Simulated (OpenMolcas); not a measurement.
# Co²⁺ among point charges: CASSCF levels and susceptibility

How does a field of 6 point charges split the states of Co²⁺, and what χT follows?

The numbers are computed with OpenMolcas 26.06 (state-averaged CASSCF, spin-orbit coupling by RASSI with atomic mean-field integrals), except any that are marked as measured or tabulated.

1 further run of the same task is left out (it didn't finish).

## 1. What is computed

* Species: Co²⁺ (cobalt, Z = 27, 25 electrons)
* Basis: ANO-RCC-VTZP [6s5p3d2f1g], 59 functions
* Scalar Hamiltonian: DKH2, point nucleus
* Inactive shells: 1s 2s 2p 3s 3p
* Active space: 7 electrons in 5 orbitals (3d)
* Some configurations of this space: 3d7
* Orbitals: optimised for each spin and parity, averaged over all roots

The outer shells:

3d7
```
3d [↑↓][↑↓][↑ ][↑ ][↑ ]
```

The ion sits among 6 point charges of -2.2 e arranged as an octahedron (Oh), 2.21 Å from the ion. The active orbitals were held to one l.

Each step is its own input file, run in one work folder so that later steps find the files of earlier ones. Labels, J, g values, rates, χT and fits are worked out afterwards by a script from the matrices that RASSI stores. The input lists half of the charges; inversion (Group=XYZ) makes the rest.

## 2. Basis and integrals

a.inp

```
&GATEWAY
Coord
1

Co 0.0 0.0 0.0
Basis=ANO-RCC-VTZP
Group=XYZ
NoMove
AngMom=0.0 0.0 0.0
AMFI
XField
3 Angstrom 0
2.210000 0.000000 0.000000 -2.200000
0.000000 2.210000 0.000000 -2.200000
0.000000 0.000000 2.210000 -2.200000
&SEWARD
```

On the command line:

```bash
OMP_NUM_THREADS=1 MOLCAS_MEM=1689 MOLCAS_PROJECT=a pymolcas a.inp > a.log
```

Log:

```text
Basis set label: CO.ANO-RCC...6S5P3D2F1G.

      Electronic valence basis set:
      ------------------
      Associated Effective Charge  27.000000 au
      Associated Actual Charge     27.000000 au
      Nuclear Model: Point charge

      Shell  nPrim  nBasis  Cartesian Spherical Contaminant
         s      21       6        X
         p      15       5        X
         d      10       3                 X
         f       6       2                 X
         g       4       1                 X
                  Relativistic Douglas-Kroll-Hess integrals:
                    - DKH order of Hamiltonian: 2
                    - DKH order of Properties : 0
                  Atomic mean-field integrals
```

## 3. Reference wave functions, quartets of even parity, 10 roots

a.inp

```
&RASSCF
FileOrb=start.orb
Symmetry=1
Spin=4
nActEl=7 0 0
Inactive=3 6
Ras2=5 0
CIRoot=10 10 1
SDav=10
CIMx=300
Iter=120 100
PrWF=0.3
OrbListing=Nothing
MaxOrb=0
SupSym
1
15 4 5 6 7 8 12 13 14 15 16 17 18 19 20 21
0
>>> COPY $Project.JobIph JOB001
```

start.orb holds the contracted functions of the basis, ordered by shell, or the orbitals of the step before.

Log, cut to the lines that bear on the results:

```text
[...]
      Number of active orbitals                  5
[...]
      Spin quantum number                      1.5
[...]
      Active orbitals                            5   0
[...]
      Number of CSFs                            10
      Number of root(s) required                10
[...]
      Convergence after 10 iterations
[...]
      Natural orbitals and occupation numbers for root  1
      sym 1:   1.145191   1.854809   1.000000   1.854809   1.145191
      Natural orbitals and occupation numbers for root  2
      sym 1:   1.869864   1.130136   1.130136   1.869864   1.000000
      Natural orbitals and occupation numbers for root  3
      sym 1:   1.870241   1.870241   1.129759   1.129759   1.000000
::    RASSCF root number  1 Total energy:  -1397.34455028
::    RASSCF root number  2 Total energy:  -1397.34455028
::    RASSCF root number  3 Total energy:  -1397.34455028
[...]
::    RASSCF root number  7 Total energy:  -1397.31457196
::    RASSCF root number  8 Total energy:  -1397.24973474
::    RASSCF root number  9 Total energy:  -1397.24973474
::    RASSCF root number 10 Total energy:  -1397.24973474
```

## 4. Reference wave functions, doublets of even parity, 40 roots

a.inp

```
&RASSCF
FileOrb=start.orb
Symmetry=1
Spin=2
nActEl=7 0 0
Inactive=3 6
Ras2=5 0
CIRoot=40 40 1
SDav=40
CIMx=300
Iter=120 100
PrWF=0.3
OrbListing=Nothing
MaxOrb=0
SupSym
1
15 4 5 6 7 8 12 13 14 15 16 17 18 19 20 21
0
>>> COPY $Project.JobIph JOB002
```

Log, cut to the lines that bear on the results:

```text
[...]
      Number of active orbitals                  5
[...]
      Spin quantum number                      0.5
[...]
      Active orbitals                            5   0
[...]
      Number of CSFs                            40
      Number of root(s) required                40
[...]
      Convergence after  8 iterations
[...]
      Natural orbitals and occupation numbers for root  1
      sym 1:   1.846917   0.423792   1.102439   1.841870   1.784983
      Natural orbitals and occupation numbers for root  2
      sym 1:   1.864197   1.802263   0.423792   1.807310   1.102439
      Natural orbitals and occupation numbers for root  3
      sym 1:   1.245939   1.781383   1.087650   1.669118   1.215909
::    RASSCF root number  1 Total energy:  -1397.26044955
::    RASSCF root number  2 Total energy:  -1397.26044955
::    RASSCF root number  3 Total energy:  -1397.25357609
[...]
::    RASSCF root number 27 Total energy:  -1397.20744568
::    RASSCF root number 28 Total energy:  -1397.20744568
::    RASSCF root number 29 Total energy:  -1397.13874271
::    RASSCF root number 30 Total energy:  -1397.13874271
```

## 5. RASSI: spin-orbit coupling between the states

a.inp

```
&RASSI
NrOfJobIphs=2 10 40
1 2 3 4 5 6 7 8 9 10
1 2 3 4 5 6 7 8 9 10 11 12 13 14 15 16 17 18 19 20 21 22 23 24 25 26 27
28 29 30 31 32 33 34 35 36 37 38 39 40
IphNames
JOB001
JOB002
EJob
SpinOrbit
DIPRint=1.0
SOCoupling=1000.0
Subsets=2
Property=9
'ANGMOM' 1 'ANGMOM' 2 'ANGMOM' 3 'MLTPL  1' 1 'MLTPL  1' 2 'MLTPL  1' 3
'AMFI' 1 'AMFI' 2 'AMFI' 3
SOProperty=3
'ANGMOM' 1 'ANGMOM' 2 'ANGMOM' 3
```

Log:

```text
SPIN-FREE ENERGIES:
  (Shifted by EMIN (a.u.) =      -1397.3445502818)

 SF State       Relative EMIN(au)   Rel lowest level(eV)    D:o, cm**(-1)      L_eff

     1             0.0000000000        0.0000000000              0.0000         3.0
     2             0.0000000000        0.0000000000              0.0000         3.0
     3             0.0000000000        0.0000000000              0.0000         3.0
     4             0.0134504450        0.3660052553           2952.0315         3.0
     5             0.0134504450        0.3660052553           2952.0315         3.0
     6             0.0134504450        0.3660052553           2952.0315         3.0
     7             0.0299783184        0.8157516017           6579.4804         3.0
    11             0.0841007340        2.2884975551          18457.9776         4.0
    12             0.0841007340        2.2884975551          18457.9776         4.0
    13             0.0909741915        2.4755338633          19966.5271         4.1
    14             0.0909741915        2.4755338633          19966.5271         4.1
    15             0.0909741915        2.4755338633          19966.5271         4.1
    16             0.0910968290        2.4788709992          19993.4430         4.0
    17             0.0910968290        2.4788709992          19993.4430         4.0
    18             0.0910968290        2.4788709992          19993.4430         4.0
    10             0.0948155379        2.5800622237          20809.6052         1.0
     8             0.0948155379        2.5800622237          20809.6052         1.0
     9             0.0948155379        2.5800622237          20809.6052         1.0
    19             0.0965402636        2.6269944009          21188.1388         4.0
    20             0.1169358062        3.1819853881          25664.4430         2.8
    21             0.1169358062        3.1819853881          25664.4430         2.8
    22             0.1169358062        3.1819853881          25664.4430         2.8
    23             0.1203565989        3.2750699008          26415.2202         4.9
    24             0.1203565989        3.2750699008          26415.2202         4.9
    25             0.1203565989        3.2750699008          26415.2202         4.9
    26             0.1222339166        3.3261543172          26827.2438         4.6
    27             0.1222339166        3.3261543172          26827.2438         4.6
    28             0.1222339166        3.3261543172          26827.2438         4.6
    29             0.1253489496        3.4109186836          27510.9145         4.8
    30             0.1253489496        3.4109186836          27510.9145         4.8
    31             0.1336094828        3.6356992433          29323.8920         4.1
    32             0.1336094828        3.6356992433          29323.8920         4.1
    33             0.1336094828        3.6356992433          29323.8920         4.1
    34             0.1344527004        3.6586443619          29508.9569         2.3
    35             0.1344527004        3.6586443619          29508.9569         2.3
    36             0.1371045969        3.7308061422          30090.9809         2.7
    37             0.1371045969        3.7308061422          30090.9809         2.7
    38             0.1371045969        3.7308061422          30090.9809         2.7
    39             0.2058075671        5.6003092008          45169.5399         3.0
    40             0.2058075671        5.6003092008          45169.5399         3.0
Eigenvalues of complex Hamiltonian:
   -----------------------------------
  (Shifted by EMIN (a.u.) =      -1397.3445502818)

 SO State       Relative EMIN(au)   Rel lowest level(eV)    D:o, cm**(-1)     J-value

     1            -0.0033474882        0.0000000000              0.0000         3.5
     2            -0.0033474882        0.0000000000              0.0000         3.5
     3            -0.0018093365        0.0418552393            337.5853         2.8
     4            -0.0018093365        0.0418552393            337.5853         2.7
     5            -0.0018093365        0.0418552393            337.5853         3.7
     6            -0.0018093365        0.0418552393            337.5853         3.6
     7             0.0007904941        0.1126002331            908.1821         2.9
     8             0.0007904941        0.1126002331            908.1821         2.7
     9             0.0007904941        0.1126002331            908.1821         2.8
    10             0.0007904941        0.1126002331            908.1821         2.6
    11             0.0016223287        0.1352356064           1090.7487         2.4
    12             0.0016223287        0.1352356064           1090.7487         2.4
    13             0.0128869063        0.4417603780           3563.0377         2.9
    14             0.0128869063        0.4417603780           3563.0377         2.9
    15             0.0132736989        0.4522855424           3647.9289         2.6
    16             0.0132736989        0.4522855424           3647.9289         2.6
    17             0.0132736989        0.4522855424           3647.9289         3.0
    18             0.0132736989        0.4522855424           3647.9289         3.0
    19             0.0137865052        0.4662397128           3760.4769         2.5
    20             0.0137865052        0.4662397128           3760.4769         2.5
    21             0.0137865052        0.4662397128           3760.4769         2.4
    22             0.0137865052        0.4662397128           3760.4769         2.4
    23             0.0145365731        0.4866500995           3925.0978         2.4
    24             0.0145365731        0.4866500995           3925.0978         2.4
    25             0.0304582988        0.9199023259           7419.5126         2.4
    26             0.0304582988        0.9199023259           7419.5126         2.5
    27             0.0304582988        0.9199023259           7419.5126         2.5
    28             0.0304582988        0.9199023259           7419.5126         2.4
    29             0.0834156067        2.3609440868          19042.2983         3.4
    30             0.0834156067        2.3609440868          19042.2983         3.4
    31             0.0834156067        2.3609440863          19042.2983         3.4
    32             0.0834156067        2.3609440863          19042.2983         3.4
    33             0.0889228105        2.5108027351          20250.9898         3.9
    34             0.0889228105        2.5108027351          20250.9898         3.9
    35             0.0889228105        2.5108027365          20250.9898         3.2
    36             0.0889228105        2.5108027365          20250.9898         3.2
    37             0.0917791438        2.5885275256          20877.8825         3.4
    38             0.0917791438        2.5885275256          20877.8825         3.4
    39             0.0918645888        2.5908526013          20896.6355         3.1
    40             0.0918645888        2.5908526013          20896.6355         3.1
    41             0.0918645887        2.5908525997          20896.6355         2.9
Weights of the five most important spin-orbit-free states for each spin-orbit state.

 SO State  Total energy (au)           Spin-free states, spin, and weights
 -------------------------------------------------------------------------------------------------------
    1        -0.003347       1 1.5  0.3302    3 1.5  0.3302    2 1.5  0.3302    6 1.5  0.0026    5 1.5  0.0026
    2        -0.003347       1 1.5  0.3302    2 1.5  0.3302    3 1.5  0.3302    4 1.5  0.0026    6 1.5  0.0026
    3        -0.001809       3 1.5  0.5252    2 1.5  0.2928    1 1.5  0.1485    5 1.5  0.0129    4 1.5  0.0106
    4        -0.001809       3 1.5  0.4236    2 1.5  0.4165    1 1.5  0.1264    5 1.5  0.0120    4 1.5  0.0119
    5        -0.001809       1 1.5  0.5384    2 1.5  0.2295    3 1.5  0.1985    6 1.5  0.0133    4 1.5  0.0095
    6        -0.001809       1 1.5  0.4753    2 1.5  0.3498    3 1.5  0.1413    6 1.5  0.0126    4 1.5  0.0108
    7         0.000790       3 1.5  0.4454    2 1.5  0.3645    1 1.5  0.1229    6 1.5  0.0343    4 1.5  0.0170
    8         0.000790       3 1.5  0.4056    1 1.5  0.3998    2 1.5  0.1275    4 1.5  0.0346    6 1.5  0.0157
    9         0.000790       2 1.5  0.4950    1 1.5  0.2202    3 1.5  0.2177    5 1.5  0.0288    6 1.5  0.0275
   10         0.000790       1 1.5  0.5009    2 1.5  0.2569    3 1.5  0.1751    5 1.5  0.0294    4 1.5  0.0264
   11         0.001622       1 1.5  0.3293    2 1.5  0.3293    3 1.5  0.3293    6 1.5  0.0038    4 1.5  0.0038
   12         0.001622       1 1.5  0.3293    2 1.5  0.3293    3 1.5  0.3293    6 1.5  0.0038    5 1.5  0.0038
```

These steps: 16 s of run time, 1 thread of Arm Neoverse N1, shared host.

Spin-free states, with their symmetry labels:

```
state  degeneracy  E (cm-1)  free-ion L (%)
  4T1           3         0          F (99)
  4T2           3      2952         F (100)
  4A2           1      6579         F (100)
   2E           2     18458          G (76)
  2T1           3     19967          G (87)
  2T2           3     19993          G (96)
  4T1           3     20810          P (99)
  2A1           1     21188         G (100)
  2T1           3     25664          P (69)
  2T1           3     26415          H (92)
  2T2           3     26827          H (82)
   2E           2     27511          H (85)
  2T1           3     29324          H (65)
   2E           2     29509          D (89)
  2T2           3     30091          D (82)
  2T1           3     45170          F (99)
  2T2           3     45225          F (99)
  2A2           1     45744         F (100)
   2E           2     69653         D (100)
  2T2           3     69916          D (99)
```

With spin-orbit coupling:

| E (cm-1) | Degeneracy | Label | 2S+1 | g |
| --- | --- | --- | --- | --- |
| 0.0 | 2 | Γ6 | 4 | 4.67 4.67 4.67 |
| 337.6 | 4 | Γ8 | 4 |  |
| 908.2 | 4 | Γ8 | 4 |  |
| 1091 | 2 | Γ7 | 4 | 0.49 0.49 0.49 |
| 3563 | 2 | Γ6 | 4 | 2.68 2.68 2.68 |
| 3648 | 4 | Γ8 | 4 |  |
| 3760 | 4 | Γ8 | 4 |  |
| 3925 | 2 | Γ7 | 4 | 2.48 2.48 2.48 |
| 7420 | 4 | Γ8 | 4 |  |
| 19042 | 4 | Γ8 | 2 |  |
| 20251 | 4 | Γ8 | 2 |  |
| 20878 | 2 | Γ6 | 2 | 1.06 1.06 1.06 |
| 20897 | 4 | Γ8 | 2 |  |
| 21094 | 2 | Γ7 | 2 | 1.46 1.46 1.46 |
| 21250 | 4 | Γ8 | 4 |  |
| 21272 | 2 | Γ7 | 4 | 1.71 1.71 1.71 |
| 21515 | 4 | Γ8 | 4 |  |
| 21889 | 2 | Γ6 | 4 | 1.98 1.98 1.98 |
| 21952 | 2 | Γ6 | 2 | 1.36 1.36 1.36 |
| 26190 | 4 | Γ8 | 2 |  |
| 26784 | 2 | Γ6 | 2 | 0.03 0.03 0.03 |
| 26985 | 2 | Γ6 | 2 | 2.01 2.01 2.01 |
| 27109 | 4 | Γ8 | 2 |  |
| 27304 | 2 | Γ7 | 2 | 3.47 3.47 3.47 |

Principal g values are given for doublets only; a zero marks a field direction without first-order Zeeman splitting.

Powder χT (cm³ K/mol): 2.07 at 2 K, 2.10 at 5 K, 2.16 at 10 K, 2.28 at 20 K, 2.63 at 50 K, 3.18 at 100 K, 3.58 at 150 K, 3.82 at 200 K, 3.95 at 250 K, 4.02 at 300 K.

A ligand-field fit to the states below 45000 cm-1 gives 10Dq = 3214 cm-1, B = 1232 cm-1 and C = 4519 cm-1 (C/B = 3.67), with a deviation of 155 cm-1.

Orbitals of the lowest block (energies include the constant potential of the surroundings):

```
shell     space  energy (hartree)  mean occupation  ⟨r²⟩ (bohr²)
   1s  inactive         -283.3120            2.000       0.00421
   2s  inactive          -33.0049            2.000        0.0761
   2p  inactive          -27.7780            6.000        0.0618
   3s  inactive           -2.1826            2.000         0.692
   3p  inactive           -0.5944            6.000         0.789
   3d      RAS2                              7.000          1.40
```

## 6. Results

| quantity | value |
| --- | --- |
| method | CASSCF |
| spin-free ground state | 4T1, 3-fold in its orbital part |
| first state of the same spin within the active space | 4T2 at 2950 cm⁻¹ |
| lowest level | 2-fold Γ6, g = 4.67, 4.67, 4.67 |
| next level | 337.6 cm⁻¹ |
| χT at 300 K | 4.02 cm³ K/mol |
| effective moment at 300 K | 5.67 μB |

What this shows: The spin-free ground state (4T1) comes to 99 % from free-ion F terms and keeps the highest spin of the shell. χT at 300 K is 4.02, against 1.88 cm³ K/mol for the spin alone, so orbital moment adds to it. An active space of the d shell alone favours high spin; real ions in strong fields can be low spin. A ligand-field fit to the states below 45000 cm-1 gives 10Dq = 3214 cm-1, B = 1232 cm-1 and C = 4519 cm-1 (C/B = 3.67), with a deviation of 155 cm-1. The field of point charges can differ much from that of real complexes. With metal d orbitals alone active, the gaps between spin states are rough; where two lie within a few thousand cm-1, their order is open. Point charges carry no covalency, so the field is a model and not that of real ligands.
